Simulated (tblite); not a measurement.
# H9SSi5: the cost of one run

Computed with tblite 0.8.0 and PySCF 2.14.0; each step states its level. No surroundings beyond the atoms listed, unless a continuum is named. Atoms count from 0, parts from 1.

## Step 1: The system as given

15 atoms, charge 0, multiplicity 2; geometry: distance geometry start.

## Step 2: Geometry optimisation with GFN2-xTB

The job: settings as JSON, then the geometry in Å.

```
{"job": {"kind": "relax", "xc": "GFN2-xTB", "basis": "xTB"}, "charge": 0, "multiplicity": 2}
Si    -1.745178     1.550017     1.000180
Si     0.028237     2.270181    -0.128574
Si     0.747453     0.607406    -1.404790
Si    -0.575990    -1.149852    -1.045037
Si    -2.090890    -0.566065     0.444716
S     -1.934139    -1.827535     2.210173
H     -1.469663     1.626344     2.419519
H     -2.879481     2.311472     0.697394
H      1.040209     2.679629     0.789272
H     -0.353244     3.369404    -0.929979
H      0.662272     0.988406    -2.756880
H      2.085628     0.305554    -1.065235
H      0.198144    -2.224380    -0.545192
H     -1.187449    -1.548627    -2.263694
H     -3.393084    -0.727575    -0.103326
```

With the program's defaults for keys left out, this is: GFN2-xTB geometry optimisation, gas phase.

The run is started by

```console
> OMP_NUM_THREADS=1 python cluster_run.py task.json out
```

The driver reads the jobs from task.json and runs them one after another.

Q: Estimate the wall time of this first job on 1 thread of Arm Neoverse V1, shared host.

About 5.1 s.
